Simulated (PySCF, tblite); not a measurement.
# C₂H₁₃ClN₂Si₃: geometry, infrared bands and NMR shifts

What infrared bands and NMR shifts should C₂H₁₃ClN₂Si₃ (`[SiH3]NCCN([SiH3])[SiH2]Cl`) show?

Programs: tblite 0.8.0 and PySCF 2.14.0, with density-fitted response routines of our own. Each step states its level of theory. These are calculated values for one molecule in the gas phase, unless marked as measured. Atoms are numbered from 0 throughout.

## Step 1: The starting structure

21 atoms, charge 0, multiplicity 1; geometry from: force field or distance geometry start.

Bonds of the start (Å): Si0–N1 1.78, N1–C2 1.44, C2–C3 1.51, C3–N4 1.45, N4–Si5 1.80, N4–Si6 1.80, Si6–Cl7 2.08, Si0–H8 1.48, Si0–H9 1.49, Si0–H10 1.46, N1–H11 1.07, C2–H12 1.12, C2–H13 1.13, C3–H14 1.10, C3–H15 1.13, Si5–H16 1.46, Si5–H17 1.47, Si5–H18 1.49, Si6–H19 1.48, Si6–H20 1.47.

## Step 2: Optimising the geometry with GFN2-xTB

The job: settings as JSON, then the geometry in Å.

```
{"job": {"kind": "relax", "xc": "GFN2-xTB", "basis": "xTB"}, "charge": 0, "multiplicity": 1}
Si     3.110100     0.305500    -0.169700
N      2.113100    -0.909300     0.676000
C      0.842500    -1.148400     0.050700
C      0.082500     0.152800     0.026600
N     -1.233000     0.035100    -0.578600
Si    -2.230900    -1.166200     0.315500
Si    -1.984300     1.663400    -0.456800
Cl    -3.915700     1.542400     0.311900
H      2.451800     0.611400    -1.457300
H      3.080600     1.552500     0.650900
H      4.463300    -0.193000    -0.392700
H      1.941900    -0.523400     1.661400
H      0.319000    -1.906400     0.691100
H      1.011200    -1.583400    -0.976400
H      0.654000     0.916700    -0.518300
H     -0.077600     0.514700     1.089400
H     -2.355100    -0.812500     1.723200
H     -3.573300    -1.328600    -0.258100
H     -1.566400    -2.490700     0.182200
H     -1.200400     2.465700     0.508900
H     -1.942100     2.318600    -1.771000
```

The run is started by

```sh
OMP_NUM_THREADS=1 python probes_run.py task.json out
```

This one command runs all jobs of the session in turn.

**Question.** This job is followed by: GFN2-xTB harmonic vibrations, gas phase; GIAO PBE0/pcSseg-1 NMR shielding, non-relativistic, gas phase. What will the session give for the following? strongest single infrared mode (GFN2-xTB); zero-point energy (GFN2-xTB); ¹³C shifts against TMS (PBE0/pcSseg-1); ¹H shifts against TMS (PBE0/pcSseg-1, means over atoms taken as alike); ²⁹Si shifts against TMS (PBE0/pcSseg-1); ¹⁵N shifts against NH3 (PBE0/pcSseg-1); ³⁵Cl shifts against HCl (PBE0/pcSseg-1).

As calculated:

| quantity | value |
| --- | --- |
| strongest single infrared mode (GFN2-xTB) | 814 cm⁻¹, 583 km/mol |
| zero-point energy (GFN2-xTB) | 90.6 kcal/mol |
| ¹³C shifts against TMS (PBE0/pcSseg-1) | 52.5, 50.3 ppm |
| ¹H shifts against TMS (PBE0/pcSseg-1, means over atoms taken as alike) | 5.48, 4.76, 4.67, 2.90, 2.78, -0.19 ppm |
| ²⁹Si shifts against TMS (PBE0/pcSseg-1) | -23.2, -45.0, -57.0 ppm |
| ¹⁵N shifts against NH3 (PBE0/pcSseg-1) | 19.7, 13.6 ppm |
| ³⁵Cl shifts against HCl (PBE0/pcSseg-1) | -19 ppm |

In words: The optimisation took 167 steps and gained 1.350 eV; among the close pairs (by a distance rule), Si6–Cl7 changed most, from 2.082 to 2.000 Å. No mode is imaginary among the 57: a minimum at this level. The strongest single mode, at 814 cm⁻¹, is spread over many atoms; the largest shares are those of H10, H9. GFN2-xTB is a fitted tight-binding method: band positions and strengths are rough. Its intensities can rank the bands wrongly. At PBE0/pcSseg-1: The widest tensor belongs to Cl7: span 181 ppm, with a paramagnetic part of -180 ppm.
